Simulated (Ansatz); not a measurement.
# H₃ (doublet): the correlation ladder at distance H1–H2 along a hydrogen transfer = 1.084 Å, cc-pVQZ

The task here is to estimate one member of a computed series from the others.

Method: cc-pVQZ, core rule «outside noble gas», up to 0 orbitals frozen; program: Ansatz 0.2.0, Gaussian basis.

The runs, in order: UHF; CCSD(T) on ROHF; CCSD(T) on UHF; BCCD(T) on ROHF; CISD; CCSDT on ROHF; CCSDT on UHF; CASSCF and NEVPT2, 3 electrons in 3 orbitals; Full CI.

4 further runs of the same task are left out: 4 that didn't finish.

### The geometry

The geometry derives from fragments relaxed apart (PBE0/def2-TZVP) and kept rigid, so it is no stationary point. A hydrogen atom is moved between rigid fragments.

3 atoms, charge 0, spin multiplicity 2.

Atoms are counted from 1 here; the program's logs count them from 0.

Bond lengths: H2–H3 0.802 Å.

The first run:

Input file in.yaml:

```yaml
crystal:
  periodic: [false, false, false]
  atoms:
    - {symbol: H, position_ang: [0.000000, 0.000000, -0.990000]}
    - {symbol: H, position_ang: [0.000000, 0.000000, 0.094000]}
    - {symbol: H, position_ang: [0.000000, 0.000000, 0.896000]}
basis:
  gaussian: {orbitals: cc-pVQZ}
magnetization: {spin_polarized: true, initial_magnetization: 1}
hamiltonian: {xc: hf}
output: {orbitals: {seedname: orbitals}}
```

Run with:

```console
> ansatz run in.yaml --threads 1 --pin off --events-out ev --progress --plain --max-ram 2393MiB
```

Among the steps run: UHF; CCSD(T) on ROHF; CCSD(T) on UHF; BCCD(T) on ROHF; CISD; CCSDT on ROHF; CCSDT on UHF; CASSCF and NEVPT2, 3 electrons in 3 orbitals; Full CI.

One of the session's tables, all rows but one given; the rest of the session is left out.

| method | from FCI (kJ/mol) |
| --- | --- |
| ROHF | +148.2 |
| UHF | +132.9 |
| RMP2 | +30.5 |
| UMP2 | +29.1 |
| CISD | +1.4 |
| RCCSD | +1.6 |
| UCCSD | +1.4 |
| RCCSD(T) | +0.3 |
| UCCSD(T) | +0.3 |
| BCCD(T) | +0.3 |
| RCCSDT | 0.0 |
| UCCSDT | 0.0 |
| CASSCF valence | ? |
| NEVPT2 valence | +22.2 |
| FCI | 0 |

Estimate the missing values for CASSCF valence.

**Answer.** from FCI (kJ/mol): +86.0. In the column «from FCI (kJ/mol)» it lies between RMP2 (+30.5) and UHF (+132.9).

To keep in mind: Restricted and unrestricted rows rest on different reference determinants; where their highest levels disagree by more than a few hundredths of an eV, they describe different states and don't form one ladder.
